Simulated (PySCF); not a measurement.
**C3H13BSSi: runs on many settings**

Which settings matter for C3H13BSSi (`C[S+](C)[BH2-]C[SiH3]`)?

Programs: PySCF 2.14.0, with density-fitted response routines of our own. Each step states its level of theory. These are calculated values for one molecule, in the gas phase or a continuum, unless marked as measured. Atoms are numbered from 0 throughout.

### 1 The starting structure

19 atoms, charge 0, multiplicity 1; geometry from: GFN2-xTB.

Bonds of the start (Å): C0–S1 1.82, S1–C2 1.82, S1–B3 2.03, B3–C4 1.61, C4–Si5 1.89, C0–H6 1.09, C0–H7 1.08, C0–H8 1.09, C2–H9 1.09, C2–H10 1.09, C2–H11 1.08, B3–H12 1.19, B3–H13 1.19, C4–H14 1.09, C4–H15 1.09, Si5–H16 1.47, Si5–H17 1.47, Si5–H18 1.47.

### 2 Nuclear shieldings: PBE0/pcSseg-1

What the job is given:

```
{"job": {"kind": "nmr", "xc": "PBE0", "basis": "pcSseg-1"}, "charge": 0, "multiplicity": 1}
C     -1.764785     1.378691     0.671982
S     -1.323455    -0.347793     1.032159
C     -2.544867    -1.164549    -0.037559
B      0.349248    -0.575699    -0.101112
C      1.517242     0.240447     0.645913
Si     3.198962     0.033244    -0.196183
H     -1.605720     1.579171    -0.383088
H     -1.113583     2.007752     1.269782
H     -2.800019     1.549419     0.950271
H     -3.545540    -0.905696     0.294340
H     -2.382046    -0.861846    -1.067189
H     -2.385952    -2.233313     0.058516
H      0.005861    -0.129041    -1.150601
H      0.478715    -1.755997    -0.086178
H      1.616486    -0.088794     1.684464
H      1.294101     1.311060     0.690131
H      3.150727     0.489171    -1.590317
H      4.203510     0.846692     0.507285
H      3.641311    -1.363670    -0.169750
```

With the program's defaults for keys left out, this is: GIAO PBE0/pcSseg-1 NMR shielding, non-relativistic, gas phase.

Run with:

```console
> OMP_NUM_THREADS=1 python probes_run.py task.json out
```

The driver reads the jobs from task.json and runs them one after another.

What it wrote:

```text
coarse grid: 15656 points
cycle   1  E = -834.0573875033  dE =  1.720e-01  |g| = 4.834e-01  |ddm| = 3.652e+00
cycle   2  E = -834.0281032128  dE =  2.928e-02  |g| = 5.817e-01  |ddm| = 1.136e+00
cycle   3  E = -834.1267342934  dE = -9.863e-02  |g| = 5.079e-02  |ddm| = 6.570e-01
cycle   4  E = -834.1273020559  dE = -5.678e-04  |g| = 2.233e-02  |ddm| = 6.615e-02
cycle   5  E = -834.1274253827  dE = -1.233e-04  |g| = 6.167e-03  |ddm| = 2.543e-02
cycle   6  E = -834.1274347563  dE = -9.374e-06  |g| = 1.280e-03  |ddm| = 7.399e-03
final grid: 138344 points
cycle   7  E = -834.1642784499  dE = -3.722e-05  |g| = 9.838e-03  |ddm| = 3.136e-02
cycle   8  E = -834.1642661637  dE =  1.229e-05  |g| = 1.209e-02  |ddm| = 1.772e-02
cycle   9  E = -834.1643029486  dE = -3.678e-05  |g| = 4.945e-04  |ddm| = 9.999e-03
cycle  10  E = -834.1643030140  dE = -6.537e-08  |g| = 1.404e-04  |ddm| = 7.116e-04
cycle  11  E = -834.1643030187  dE = -4.770e-09  |g| = 5.217e-05  |ddm| = 1.937e-04
cycle  12  E = -834.1643030194  dE = -6.928e-10  |g| = 1.248e-05  |ddm| = 6.663e-05
converged SCF energy = -834.1643030194

GIAO shielding tensors (ppm)
atom      isotropic    diamagn.    paramagn.     s11        s22        s33       span
  0 C      157.315     253.813     -96.498    135.614    148.508    187.822     52.209
  1 S      525.672    1059.436    -533.764    430.752    496.232    650.032    219.279
  2 C      156.894     252.937     -96.042    140.764    141.988    187.931     47.166
  3 B      108.033     190.134     -82.101     80.582    104.726    138.791     58.209
  4 C      191.587     254.832     -63.245    187.653    189.242    197.866     10.213
  5 Si     421.861     878.918    -457.057    390.092    398.295    477.196     87.104
  6 H       29.871      32.286      -2.414     26.043     28.022     35.550      9.507
  7 H       29.273      31.721      -2.448     24.092     27.441     36.286     12.194
  8 H       29.718      30.088      -0.370     24.656     26.965     37.533     12.878
  9 H       29.763      29.339       0.424     24.519     26.953     37.816     13.297
 10 H       29.649      31.510      -1.861     25.209     28.257     35.481     10.272
 11 H       29.438      30.338      -0.901     24.667     26.367     37.280     12.613
 12 H       29.529      33.274      -3.746     24.864     30.288     33.434      8.570
 13 H       28.891      32.925      -4.034     24.655     29.094     32.925      8.271
 14 H       31.954      32.576      -0.622     26.450     31.298     38.113     11.663
 15 H       31.999      34.180      -2.182     26.282     32.645     37.069     10.787
 16 H       27.939      28.709      -0.770     24.400     26.404     33.013      8.612
 17 H       27.662      28.025      -0.364     24.061     25.345     33.578      9.517
 18 H       27.900      28.562      -0.662     24.400     26.145     33.153      8.753
```

Run time: 39 s. Hardware: 1 thread of Arm Neoverse N1, shared host; peak memory 0.83 GiB.

The references, computed at this level on geometries of the same kind, shield at (ppm): 1H TMS 31.72, 13C TMS 186.9, 29Si TMS 349.2, 11B BF3·OEt2 100.1, 33S CS2 504. Their shielding less the atom's gives the shift. The references are single molecules in the gas phase. Atoms listed in one row are averaged.

```tsv
atoms	environment	σ (ppm)	δ (ppm)	δ scaled to CDCl3
C0, C2	methyl carbon bonded to S	157.1	29.8	22.8
C4	sp3 CH2 bonded to B and Si	191.6	-4.7	-6.5
H16, H17, H18	hydrogen on a silicon bonded to C	27.83	3.88	–
H12, H13	hydrogen on a boron bonded to C, S	29.21	2.51	–
H6, H7, H8, H9, H10, H11	hydrogen on a methyl carbon bonded to S	29.62	2.10	2.08
H14, H15	hydrogen on an sp3 CH2 bonded to B and Si	31.98	-0.26	-0.14
S1	sulfur bonded to 2 C, B	526	-22	–
B3	boron bonded to C, S, 2 H	108.0	-8.0	–
Si5	silicon bonded to C, 3 H	421.9	-72.7	–
```

The scaled column applies a straight-line fit of computed shieldings to shifts measured in CDCl3, with any fitted terms for Cl, Br or S neighbours (root-mean-square error 0.16 ppm for H, 1.9 ppm for C).

The run also stored atomic charges by several schemes (e):

```tsv
atoms	Mulliken	IAO	Hirshfeld	ESP fit
C0, C2	-0.36	-0.51	-0.10	-0.58
S1	0.02	0.50	0.24	0.13
B3	0.01	-0.32	-0.06	0.09
C4	-0.74	-0.65	-0.24	-0.34
Si5	0.50	0.62	0.30	0.33
```

Mayer bond orders: C0–S1 0.97, S1–C2 0.98, S1–B3 0.54, B3–C4 0.94, C4–Si5 0.95.

### 3 TDDFT and polarisability: PBE0/def2-SVPD

Settings changed since step 2:

```diff
@@ -1,2 +1,2 @@
-{"job": {"kind": "nmr", "xc": "PBE0", "basis": "pcSseg-1"}, "charge": 0, "multiplicity": 1}
+{"job": {"kind": "uv", "xc": "PBE0", "basis": "def2-SVPD", "nstates": 6, "ntriplets": 2}, "charge": 0, "multiplicity": 1}
 C     -1.764785     1.378691     0.671982
```

Level: TDDFT PBE0/def2-SVPD, vertical, gas phase, core orbitals frozen in the response.

What it wrote:

```text
coarse grid: 15656 points
cycle   1  E = -833.7440180742  dE =  1.309e-01  |g| = 4.669e-01  |ddm| = 5.471e+00
cycle   2  E = -833.7104925248  dE =  3.353e-02  |g| = 5.763e-01  |ddm| = 1.865e+00
cycle   3  E = -833.8118741583  dE = -1.014e-01  |g| = 4.938e-02  |ddm| = 1.001e+00
cycle   4  E = -833.8124341914  dE = -5.600e-04  |g| = 2.392e-02  |ddm| = 1.183e-01
cycle   5  E = -833.8125818786  dE = -1.477e-04  |g| = 5.971e-03  |ddm| = 4.466e-02
cycle   6  E = -833.8125918316  dE = -9.953e-06  |g| = 1.310e-03  |ddm| = 1.483e-02
final grid: 138344 points
cycle   7  E = -833.9066835613  dE = -4.642e-05  |g| = 9.710e-03  |ddm| = 1.262e-01
cycle   8  E = -833.9066706744  dE =  1.289e-05  |g| = 1.193e-02  |ddm| = 3.088e-02
cycle   9  E = -833.9067085872  dE = -3.791e-05  |g| = 5.314e-04  |ddm| = 1.679e-02
cycle  10  E = -833.9067086741  dE = -8.688e-08  |g| = 1.411e-04  |ddm| = 1.659e-03
cycle  11  E = -833.9067086791  dE = -5.065e-09  |g| = 5.998e-05  |ddm| = 4.054e-04
cycle  12  E = -833.9067086801  dE = -9.913e-10  |g| = 1.396e-05  |ddm| = 1.328e-04
converged SCF energy = -833.9067086801

Static polarisability (au): isotropic 106.277, principal 87.792 99.235 131.804

Singlet excitations
state   eV       nm        f      main configurations
  1   6.3598    194.9   0.00661   H->L 0.85
  2   6.8089    182.1   0.01959   H-1->L 0.88
  3   6.9584    178.2   0.01131   H->L+1 0.72, H-2->L 0.18
  4   7.0253    176.5   0.05661   H-2->L 0.71, H->L+1 0.21
  5   7.1902    172.4   0.00894   H->L+2 0.93
  6   7.2803    170.3   0.01936   H-1->L+1 0.86

Triplet excitations (Tamm-Dancoff, eV): 5.9453 6.4442
```

It took 61 s on 1 thread of Arm Neoverse N1, shared host; peak memory 0.92 GiB.

The orbitals next to the gap, with their largest atomic shares:

```tsv
orbital	eV	atoms
HOMO−3	-8.76	Si5 27 %, H16 24 %, C4 14 %
HOMO−2	-8.09	B3 29 %, C4 21 %, H13 20 %
HOMO−1	-7.94	B3 30 %, H12 23 %, S1 14 %
HOMO	-7.64	C4 25 %, S1 24 %, Si5 16 %
LUMO	0.02	S1 48 %, C2 12 %, C0 11 %
LUMO+1	0.26	S1 34 %, C0 11 %, H8 10 %
LUMO+2	0.62	S1 44 %, B3 10 %, C0 10 %
```

With each of the 6 states as a Gaussian band of 0.4 eV half-width at 1/e, the curve within the window shown has maxima at 177 nm (ε 4,200) L/(mol cm). Beyond the last state computed it falls off for lack of states. The curve at chosen wavelengths:

nm, ε (L/mol/cm) and a bar:
```
      164        981 #######
      166       1527 ###########
      168       2175 ################
      170       2853 #####################
      172       3468 #########################
      174       3924 ############################
      176       4153 ##############################
      178       4130 ##############################
      180       3876 ############################
      182       3451 #########################
      184       2931 #####################
      186       2391 #################
      188       1889 ##############
      191       1273 #########
      193        966 #######
      195        732 #####
      197        557 ####
      199        426 ###
      201        326 ##
      203        248 ##
      205        187 #
      207        139 #
      209        101 
      211         72 
      213         50 
      215         34
```

Further results of this job:

```tsv
property	computed
dipole moment (D)	5.43
polarisability (Å³)	15.75
HOMO–LUMO gap (eV)	7.67
−ε(HOMO) (eV)	7.64
```

### 4 Spin-spin couplings: PBE0/cc-pVDZ in chloroform

Settings changed since step 3:

```diff
@@ -1,2 +1,2 @@
-{"job": {"kind": "uv", "xc": "PBE0", "basis": "def2-SVPD", "nstates": 6, "ntriplets": 2}, "charge": 0, "multiplicity": 1}
+{"job": {"kind": "j", "xc": "PBE0", "basis": "cc-pVDZ", "solvent": "chloroform", "scf": {"conv": 1e-08}}, "charge": 0, "multiplicity": 1}
 C     -1.764785     1.378691     0.671982
```

Level: PBE0/cc-pVDZ indirect spin-spin coupling, non-relativistic, IEF-PCM chloroform.

What it wrote:

```text
final grid: 138344 points
cycle   1  E = -834.1597573718  dE =  2.086e-01  |g| = 4.391e-01  |ddm| = 7.377e+00
cycle   2  E = -834.1402984022  dE =  1.946e-02  |g| = 5.119e-01  |ddm| = 1.992e+00
cycle   3  E = -834.2193511303  dE = -7.905e-02  |g| = 4.186e-02  |ddm| = 1.001e+00
cycle   4  E = -834.2197542990  dE = -4.032e-04  |g| = 1.979e-02  |ddm| = 1.032e-01
cycle   5  E = -834.2198606342  dE = -1.063e-04  |g| = 4.006e-03  |ddm| = 4.066e-02
cycle   6  E = -834.2198649896  dE = -4.355e-06  |g| = 9.790e-04  |ddm| = 9.138e-03
cycle   7  E = -834.2198652508  dE = -2.612e-07  |g| = 2.255e-04  |ddm| = 2.176e-03
cycle   8  E = -834.2198652660  dE = -1.519e-08  |g| = 4.138e-05  |ddm| = 4.726e-04
cycle   9  E = -834.2198652665  dE = -5.484e-10  |g| = 9.255e-06  |ddm| = 9.428e-05
converged SCF energy = -834.2198652665

Indirect spin-spin couplings (Hz)
  i      j    bonds     total        FC       PSO       DSO        SD
  0 C    1 S    1     -6.976    -7.616     0.604     0.037         -
  0 C    2 C    2     -0.546    -0.484    -0.063     0.001         -
  0 C    3 B    2     -0.565    -0.492    -0.074     0.014    -0.014
  0 C    4 C    3      0.137     0.135    -0.020     0.023         -
  0 C    5 Si   4      0.170     0.170    -0.012     0.017    -0.005
  0 C    6 H    1    140.651   139.560     0.318     0.773         -
  0 C    7 H    1    136.367   135.198     0.422     0.747         -
  0 C    8 H    1    139.230   138.064     0.430     0.736         -
  0 C    9 H    3      1.258     1.191     0.020     0.047         -
  0 C   10 H    3      1.907     1.843    -0.006     0.070         -
  0 C   11 H    3      6.645     6.898     0.225    -0.478         -
  0 C   12 H    3      4.238     4.145    -0.063     0.157         -
  0 C   13 H    3      4.950     5.163     0.112    -0.325         -
  0 C   15 H    4      0.159     0.015    -0.153     0.296         -
  1 S    2 C    1     -6.807    -7.474     0.631     0.036         -
  1 S    3 B    1     -2.781    -3.238    -0.319     0.048     0.727
  1 S    4 C    2      1.032     1.099    -0.080     0.013         -
  1 S    5 Si   3     -7.091    -6.986    -0.030     0.006    -0.081
  1 S    6 H    2     -1.335    -1.388     0.090    -0.038         -
  1 S    7 H    2      2.533     2.251     0.310    -0.028         -
  1 S    8 H    2     -0.560    -0.661     0.144    -0.042         -
  1 S    9 H    2     -0.435    -0.515     0.124    -0.044         -
  1 S   10 H    2     -1.303    -1.363     0.101    -0.041         -
  1 S   11 H    2      2.434     2.153     0.313    -0.033         -
  1 S   12 H    2     -1.644    -1.516    -0.152     0.024         -
  1 S   13 H    2      2.997     2.955     0.013     0.030         -
  1 S   14 H    3      1.840     1.799    -0.008     0.049         -
  1 S   15 H    3      1.219     1.116     0.074     0.029         -
  1 S   17 H    4      1.225     1.236     0.033    -0.044         -
  1 S   18 H    4     -0.225    -0.220     0.022    -0.027         -
  2 C    3 B    2     -0.153    -0.068    -0.083     0.019    -0.021
  2 C    4 C    3      2.891     2.972    -0.032    -0.048         -
  2 C    5 Si   4     -0.254    -0.267    -0.024     0.025     0.012
  2 C    6 H    3      1.646     1.580     0.009     0.058         -
  2 C    7 H    3      6.728     6.973     0.229    -0.474         -
  2 C    8 H    3      1.534     1.456     0.020     0.059         -
  2 C    9 H    1    138.793   137.634     0.436     0.723         -
  2 C   10 H    1    141.020   139.939     0.329     0.753         -
  2 C   11 H    1    137.031   135.885     0.427     0.718         -
  2 C   12 H    3      2.780     2.703    -0.062     0.140         -
  2 C   13 H    3      1.080     1.018    -0.025     0.087         -
  2 C   14 H    4     -0.292    -0.147     0.092    -0.238         -
  2 C   15 H    4     -0.365    -0.222     0.081    -0.225         -
  3 B    4 C    1     55.679    55.771    -0.748     0.257     0.399
  3 B    5 Si   2     -3.503    -3.440    -0.060    -0.014     0.011
  3 B    6 H    3      1.696     1.614    -0.161     0.277    -0.034
  3 B    7 H    3      0.000     0.044    -0.013    -0.014    -0.016
  3 B    8 H    3      2.051     2.317     0.217    -0.473    -0.011
  3 B    9 H    3      2.373     2.628     0.225    -0.469    -0.011
  3 B   10 H    3      1.584     1.505    -0.167     0.275    -0.028
  3 B   11 H    3      0.156     0.172    -0.041     0.044    -0.019
  3 B   12 H    1    105.618   105.153    -0.986     1.104     0.347
  3 B   13 H    1    100.678   100.198    -0.943     1.073     0.351
  3 B   14 H    2     -4.530    -4.540    -0.029    -0.043     0.082
  3 B   15 H    2     -4.306    -4.286    -0.053    -0.044     0.077
  3 B   16 H    3      0.793     0.731     0.001     0.064    -0.003
  3 B   17 H    3      6.368     6.627     0.152    -0.423     0.012
  3 B   18 H    3      0.488     0.461    -0.000     0.036    -0.008
  4 C    5 Si   1    -55.922   -56.473     1.760    -0.075    -1.134
  4 C    7 H    4      0.154     0.023    -0.103     0.233         -
  4 C    8 H    4     -0.174    -0.102     0.164    -0.237         -
  4 C    9 H    4      1.252     1.377     0.142    -0.267         -
  4 C   10 H    4     -0.173    -0.142     0.068    -0.099         -
  4 C   11 H    4     -0.230    -0.155     0.076    -0.151         -
  4 C   12 H    2     -0.006    -0.034    -0.036     0.065         -
  4 C   13 H    2     -1.434    -1.461    -0.027     0.055         -
  4 C   14 H    1    122.490   120.104     1.485     0.901         -
  4 C   15 H    1    123.709   121.297     1.498     0.914         -
  4 C   16 H    2      2.069     2.264     0.018    -0.212         -
  4 C   17 H    2      0.710     0.932    -0.019    -0.203         -
  4 C   18 H    2      2.144     2.347     0.016    -0.219         -
  5 Si   9 H    5     -0.724    -0.763    -0.093     0.143    -0.010
  5 Si  12 H    3     -1.326    -1.349    -0.007    -0.003     0.033
  5 Si  13 H    3     -2.937    -2.949    -0.003    -0.015     0.031
  5 Si  14 H    2      8.510     8.324     0.237     0.105    -0.155
  5 Si  15 H    2      8.120     7.929     0.244     0.099    -0.151
  5 Si  16 H    1   -170.832  -171.046     0.663    -0.178    -0.271
  5 Si  17 H    1   -162.424  -162.675     0.672    -0.170    -0.249
  5 Si  18 H    1   -173.876  -174.094     0.676    -0.176    -0.282
  6 H    7 H    2    -11.219   -10.942     2.084    -2.362         -
  6 H    8 H    2     -9.319    -8.965     2.162    -2.516         -
  6 H   10 H    4      0.628     0.011    -0.928     1.546         -
  6 H   11 H    4     -0.988    -0.402     0.881    -1.467         -
  6 H   12 H    4      0.527    -0.351    -1.278     2.156         -
  6 H   13 H    4     -0.606    -0.255     0.432    -0.783         -
  6 H   15 H    5      0.533     0.042    -0.598     1.089         -
  6 H   17 H    6     -0.174     0.039     0.162    -0.376         -
  6 H   18 H    6     -0.301    -0.004     0.237    -0.534         -
  7 H    8 H    2    -11.583   -11.276     2.184    -2.491         -
  7 H    9 H    4     -0.821    -0.238     0.869    -1.452         -
  7 H   10 H    4     -0.992    -0.407     0.884    -1.469         -
  7 H   11 H    4      1.500     2.401     1.101    -2.002         -
  7 H   12 H    4     -0.220    -0.179     0.235    -0.276         -
  7 H   13 H    4     -0.958    -0.384     0.630    -1.204         -
  7 H   14 H    5      0.279     0.019    -0.267     0.527         -
  7 H   15 H    5      0.911    -0.020    -1.490     2.420         -
  7 H   18 H    6     -0.309     0.020     0.260    -0.589         -
  8 H    9 H    4      0.481    -0.109    -0.836     1.427         -
  8 H   11 H    4     -0.796    -0.201     0.896    -1.492         -
  8 H   12 H    4     -0.494    -0.131     0.648    -1.011         -
  8 H   13 H    4      0.951     1.678     0.814    -1.541         -
  8 H   14 H    5     -0.343     0.042     0.586    -0.970         -
  8 H   15 H    5     -0.197    -0.016     0.493    -0.674         -
  8 H   16 H    6     -0.212     0.001     0.383    -0.596         -
  8 H   17 H    6     -0.241     0.042     0.375    -0.658         -
  8 H   18 H    6     -0.288     0.077     0.430    -0.794         -
  9 H   10 H    2     -9.101    -8.727     2.198    -2.572         -
  9 H   11 H    2    -11.412   -11.068     2.232    -2.575         -
  9 H   12 H    4     -0.530    -0.152     0.668    -1.046         -
  9 H   13 H    4     -0.568    -0.066     0.785    -1.287         -
  9 H   14 H    5     -0.512    -0.016     0.541    -1.037         -
  9 H   15 H    5     -0.484    -0.051     0.527    -0.961         -
  9 H   16 H    6     -0.263    -0.037     0.353    -0.580         -
  9 H   18 H    6     -0.291    -0.031     0.366    -0.626         -
 10 H   11 H    2    -11.493   -11.188     2.137    -2.441         -
 10 H   12 H    4      0.479    -0.352    -1.203     2.034         -
 10 H   14 H    5     -0.427    -0.040     0.512    -0.899         -
 10 H   17 H    6     -0.289     0.052     0.245    -0.587         -
 11 H   12 H    4     -0.182    -0.147     0.241    -0.276         -
 11 H   13 H    4      0.462    -0.016    -0.615     1.094         -
 11 H   14 H    5     -0.262     0.003     0.263    -0.529         -
 11 H   15 H    5     -0.425     0.019     0.560    -1.004         -
 11 H   17 H    6     -0.356    -0.006     0.274    -0.625         -
 12 H   13 H    2     -5.856    -5.779     0.691    -0.768         -
 12 H   14 H    3      7.232     7.801     1.190    -1.759         -
 12 H   15 H    3      3.133     2.832     0.094     0.207         -
 12 H   16 H    4      0.453    -0.005    -0.345     0.803         -
 12 H   17 H    4     -0.919    -0.170     0.390    -1.139         -
 12 H   18 H    4     -0.313    -0.069     0.220    -0.464         -
 13 H   14 H    3      2.104     1.846     0.217     0.041         -
 13 H   15 H    3      8.336     8.927     1.208    -1.800         -
 13 H   16 H    4     -0.240    -0.086     0.163    -0.316         -
 13 H   17 H    4     -0.736     0.080     0.414    -1.230         -
 13 H   18 H    4      0.452    -0.013    -0.346     0.812         -
 14 H   15 H    2    -11.400   -11.765     1.977    -1.613         -
 14 H   16 H    3      6.304     7.720     0.907    -2.323         -
 14 H   17 H    3      0.979     1.141     0.137    -0.299         -
 14 H   18 H    3      0.788     0.984     0.157    -0.353         -
 15 H   16 H    3      0.369     0.613     0.171    -0.415         -
 15 H   17 H    3      1.314     1.402     0.070    -0.157         -
 15 H   18 H    3      5.967     7.387     0.890    -2.310         -
 16 H   17 H    2     -1.434     0.036     0.504    -1.973         -
 16 H   18 H    2     -1.332     0.215     0.506    -2.052         -
 17 H   18 H    2     -1.051     0.456     0.513    -2.020         -
```

Run time: 61 s. Hardware: 1 thread of Arm Neoverse N1, shared host; peak memory 1 GiB.

The basis is not made for couplings: without tight functions at the nuclei these values are rough.

Couplings of 1 Hz or more, nine at most for each number of bonds, with means over like pairs (isotopes 11B, 13C, 1H, 33S, 29Si):

```tsv
pair	bonds	J (Hz)	Fermi contact (Hz)	dihedral (°)
Si5–H16	1	-169.0	-169.3	–
C0–H6	1	138.8	137.7	–
C4–H14	1	123.1	120.7	–
B3–H12	1	103.1	102.7	–
C4–Si5	1	-55.9	-56.5	–
B3–C4	1	55.7	55.8	–
C0–S1	1	-6.9	-7.5	–
S1–B3	1	-2.8	-3.2	–
H14–H15	2	-11.4	-11.8	–
H6–H7	2	-10.7	-10.4	–
Si5–H14	2	8.3	8.1	–
H12–H13	2	-5.9	-5.8	–
B3–H14	2	-4.4	-4.4	–
B3–Si5	2	-3.5	-3.4	–
C4–H16	2	1.6	1.8	–
H16–H17	2	-1.3	0.2	–
S1–C4	2	1.0	1.1	–
H12–H14	3	7.8	8.4	167
S1–Si5	3	-7.1	-7.0	176
C0–H9	3	3.3	3.3	–
C0–H12	3	3.3	3.3	–
H14–H16	3	2.6	3.2	–
H12–H15	3	2.6	2.3	49
B3–H16	3	2.5	2.6	–
Si5–H12	3	-2.1	-2.1	-72
S1–H14	3	1.5	1.5	55
```

Where two rows join the same classes of atoms, they are the two kinds of pair (J and J′ of an AA′XX′ pattern), each a mean over its own pairs alone.

The spin-dipole term was solved for some atoms only; pairs without it lack that part.

The response was solved for the nuclei of B, C, H, Si alone, so couplings that need other nuclei can be missing.

Quadrupole couplings from the field gradients of the same density:

```tsv
atom	isotope	eQq/h (MHz)	η
S1	33S	29.8	0.67
B3	11B	2.482	0.02
```

Shifts (PBE0/pcSseg-1, scaled to CDCl3 for protons on carbon, raw for the others) and these couplings together give the proton spectrum at 500 MHz below. Couplings to quadrupolar nuclei are left out.

1H NMR δ 3.88 (t, J = 2.6 Hz, 3H), 2.51 (br, 2H), 2.08 (s, 6H), -0.14 (m, 2H).

[end of part 1 of 2]
